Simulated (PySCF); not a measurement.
# C4H5FSi2: the cost of one run

Computed with PySCF 2.14.0, with density-fitted response routines of our own, on a single molecule in the gas phase. Atoms are numbered from 0 throughout.

## Step 1: The molecule as given

12 atoms, charge 0, multiplicity 1; geometry from: GFN2-xTB. The atoms were then displaced at random by about 0.01 Å, so the start is not that level's minimum.

Bonds of the start (Å): C0–C1 1.23, C1–Si2 1.86, Si2–F3 1.58, Si2–C4 1.91, C4–C5 1.35, C5–Si6 1.91, Si6–Si2 2.34, C0–H7 1.02, C4–H8 1.05, C5–H9 1.07, Si6–H10 1.48, Si6–H11 1.47.

## Step 2: Relaxing the molecule at PBE0-D3(BJ)/def2-SVP

What the job is given:

```
{"job": {"xc": "PBE0", "basis": "def2-SVP", "d3": "d3bj", "grid": 1, "shake": 0.01, "kind": "geom"}, "charge": 0, "multiplicity": 1}
C      0.607480    -3.019580     1.318590
C      0.082350    -1.952690     0.991820
Si    -0.636170    -0.302330     0.526940
F     -2.112670    -0.378180     1.087310
C     -0.539220     0.119640    -1.329600
C      0.079560     1.319630    -1.359330
Si     0.456920     1.768780     0.456250
H      1.021580    -3.914500     1.582700
H     -0.881050    -0.403430    -2.174310
H      0.292620     1.850760    -2.260190
H     -0.213120     3.004370     0.913720
H      1.881430     1.879260     0.781200
```

Started as:

```console
OMP_NUM_THREADS=1 python probes_run.py task.json out
```

This one command runs all jobs of the session in turn.

**Question.** How long does this first job take on 1 thread of Arm Neoverse V1, shared host, and how much memory does it need?

About 2.7 min, with a peak of 0.52 GiB.
